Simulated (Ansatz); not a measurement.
# H₆NOSbSi: one species, many methods

The task here is to estimate one member of a computed series from the others.

The runs use Ansatz 0.2.0, Gaussian basis; functionals in def2-TZVPP, the program's frozen cores in correlated methods.

Levels to be run: PBE-D4, r2SCAN-D4, PBE0-D4, B3LYP-D4, ωB97X-V, ωB97M-V, B2PLYP; CCSD(T)/def2-TZVPP; MP2/def2-QZVPP; extrapolation to the limit.

## The relaxed structure

All runs share one geometry, relaxed beforehand with PBE0-D4 in a triple-zeta def2 set. Sb takes the def2 core potential; no spin-orbit term is included.

SMILES `N[SiH](O)[SbH2]`, 10 atoms, charge 0, spin multiplicity 1.

Atoms are counted from 1 here; the program's logs count them from 0.

Bond lengths: N1–Si2 1.715 Å, N1–H5 1.008 Å, N1–H6 1.008 Å, Si2–O3 1.650 Å, Si2–Sb4 2.576 Å, Si2–H7 1.491 Å, O3–H8 0.960 Å, Sb4–H9 1.711 Å, Sb4–H10 1.711 Å. Angles: Si2–N1–H5 118.8°, Si2–N1–H6 120.8°, H5–N1–H6 111.1°, N1–Si2–O3 110.6°, N1–Si2–Sb4 118.3°, N1–Si2–H7 104.1°, O3–Si2–Sb4 101.3°, O3–Si2–H7 112.5°, Sb4–Si2–H7 110.4°, Si2–O3–H8 115.5°, Si2–Sb4–H9 89.9°, Si2–Sb4–H10 90.4°, H9–Sb4–H10 91.1°.

The first run:

in.yaml

```yaml
crystal:
  periodic: [false, false, false]
  atoms:
    - {symbol: N, position_ang: [-1.201593, -0.243843, -0.809801]}
    - {symbol: Si, position_ang: [0.337083, -0.566597, -0.125157]}
    - {symbol: O, position_ang: [0.200303, -1.620649, 1.136304]}
    - {symbol: Sb, position_ang: [1.615874, 1.379017, 0.976870]}
    - {symbol: H, position_ang: [-1.276583, -0.141169, -1.809331]}
    - {symbol: H, position_ang: [-1.865864, 0.345418, -0.333289]}
    - {symbol: H, position_ang: [1.126533, -1.130941, -1.257016]}
    - {symbol: H, position_ang: [-0.390852, -2.363617, 0.991678]}
    - {symbol: H, position_ang: [0.153959, 1.953830, 1.654588]}
    - {symbol: H, position_ang: [1.384337, 2.337351, -0.421944]}
basis:
  gaussian: {orbitals: def2-TZVPP}
hamiltonian: {xc: pbe, dispersion: d4}
output: {forces: true, orbitals: {seedname: orbitals}}
```

The run is started by

```sh
> ansatz run in.yaml --threads 4 --pin off --events-out ev --progress --plain --max-ram 10444MiB
```

Among the steps run: PBE-D4 (GGA); r2SCAN-D4 (meta-GGA); PBE0-D4 (hybrid); B3LYP-D4 (hybrid); ωB97X-V (range-separated); ωB97M-V (range-separated); B2PLYP (double hybrid); CCSD(T) in def2-TZVPP; MP2 in def2-QZVPP.

One table of the session follows, with a row left open; its other results are not shown here.

| method | atomisation energy (eV) |
| --- | --- |
| PBE-D4 | 32.908 |
| r2SCAN-D4 | ? |
| PBE0-D4 | 32.196 |
| B3LYP-D4 | 32.728 |
| ωB97X-V | 32.916 |
| ωB97M-V | 32.660 |
| B2PLYP | 32.139 |
| HF/def2-TZVPP | 21.874 |
| MP2/def2-TZVPP | 31.645 |
| CCSD/def2-TZVPP | 31.041 |
| CCSD(T)/def2-TZVPP | 31.559 |
| MP2/CBS | 32.859 |
| CCSD(T)/CBS | 32.773 |

Estimate the missing values for r2SCAN-D4.

**Answer.** atomisation energy (eV): 32.408. In the column «atomisation energy (eV)» it lies between PBE0-D4 (32.196) and ωB97M-V (32.660).

Among the levels timed on like hardware and quicker than the yardstick, those that no quicker one beats, quickest first: PBE-D4 (2.8 s, +0.134 eV); B3LYP-D4 (4.6 s, -0.046 eV).

B2PLYP carry no dispersion term (for B3LYP, D4 adds 0.393 eV).

Limits of these values: All levels share the lack of spin-orbit coupling, which lowers the free heavy atoms and so the true binding.
